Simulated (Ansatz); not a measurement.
# Li3ZrN2: one candidate of a structure search

Where does this trial cell of Li3ZrN2 go when cell and atoms are let free?

Program: Ansatz 0.2.0. Level of theory: DFT PBE, scalar-relativistic, plane waves, PAW. These are calculated values, not measurements.

## 1. The structure to begin with

Symmetry: Pm, No. 6, monoclinic system. Conventional cell: a = 4.106 Å, b = 2.918 Å, c = 4.856 Å, α = 90.00°, β = 90.84°, γ = 90.00°. Li (site symmetry m) is surrounded by 3 N at 1.95 to 2.01 Å and 1 Zr at 2.21 Å. Around Li (site symmetry m) lie 3 N at 1.96 to 1.97 Å. Zr (site symmetry m) has 3 N at 1.95 to 2.01 Å and 1 Li at 2.21 Å in its first shell of neighbours. N (site symmetry m) has 1 Zr at 1.95 Å and 5 Li at 1.95 to 1.96 Å in its first shell of neighbours. N (site symmetry m) has 4 Li at 1.97 to 2.01 Å and 2 Zr at 2.01 Å in its first shell of neighbours.

Structure file:

```
CELL_PARAMETERS angstrom
4.10555 0.00000 0.00000
0.00000 2.91828 0.00000
-0.07087 0.00000 4.85553
ATOMIC_POSITIONS crystal
Li 0.70854 0.50000 0.13977
Li 0.77844 0.00000 0.63962
Li 0.22393 0.00000 0.36388
Zr 0.28568 0.50000 0.85412
N 0.50319 0.50000 0.50020
N 0.00022 0.00000 0.00242
```

The cell is invented: species swapped into a database cell of Fe2SbTe3 (Pm, No. 6), with N on the Fe sites, Zr on the Sb sites and Li on the Te sites. The dimensions are guesses.

## 2. A first look at the guess

Contents of input.yaml:

```yaml
crystal:
  lattice:
    - [4.10554566, 0.0, 0.0]
    - [0.0, 2.91827681, 0.0]
    - [-0.0708686, 0.0, 4.85552788]
  atoms:
    - { symbol: Li, position: [0.70854384, 0.5, 0.13976865] }
    - { symbol: Li, position: [0.77844095, 0.0, 0.63961631] }
    - { symbol: Li, position: [0.22392911, 0.0, 0.36387566] }
    - { symbol: Zr, position: [0.28568104, 0.5, 0.8541218] }
    - { symbol: "N", position: [0.50318515, 0.5, 0.50019544] }
    - { symbol: "N", position: [0.00022089, 0.0, 0.00242412] }
basis:
  ecutwfc: 420
kpoints:
  mp_grid: { grid: [4, 6, 4] }
hamiltonian:
  xc: pbe
scf:
  occupations: { method: gaussian, width: 0.1 }
  lower_state_search: "off"
output:
  forces: true
  stress: true
  eigenvalues: true
```

On the command line:

```bash
$ ansatz run input.yaml --threads 1 --pin off --max-ram 2560MiB --backend cpu --events-out ev --progress --plain --runs-dir out
```

Further runs follow: rough relaxation on the coarse mesh; spin check on a coarse mesh; full relaxation.

Q: Predict the outcome of this session. Wanted: conventional cell; volume; energy over the elements; gap on the mesh.

As calculated:

| quantity | value |
| --- | --- |
| symmetry at the end (tolerance 0.05 Å) | space group Pm (No. 6) |
| conventional cell | a = 4.843 Å, b = 3.392 Å, c = 4.858 Å, α = 90.00°, β = 90.63°, γ = 90.00° |
| volume | 13.30 Å³/atom |
| energy over the elements (uncorrected; H, N, O, F and Cl as molecules) | -0.63 eV/atom |
| gap on the mesh | none (metal) |

**Reading.** The space group Pm (No. 6) is kept, and the volume per atom grows by 37.2 % from the first guess. A negative formation energy is needed for stability but isn't enough; other structures and compounds were not set against it here. No finished test with a distortion of lower symmetry is shown, so the end may be a saddle point. A spin-polarised run here lost its starting moments, which speaks against magnetism, though one start doesn't rule it out. Other magnetic orders were not searched.
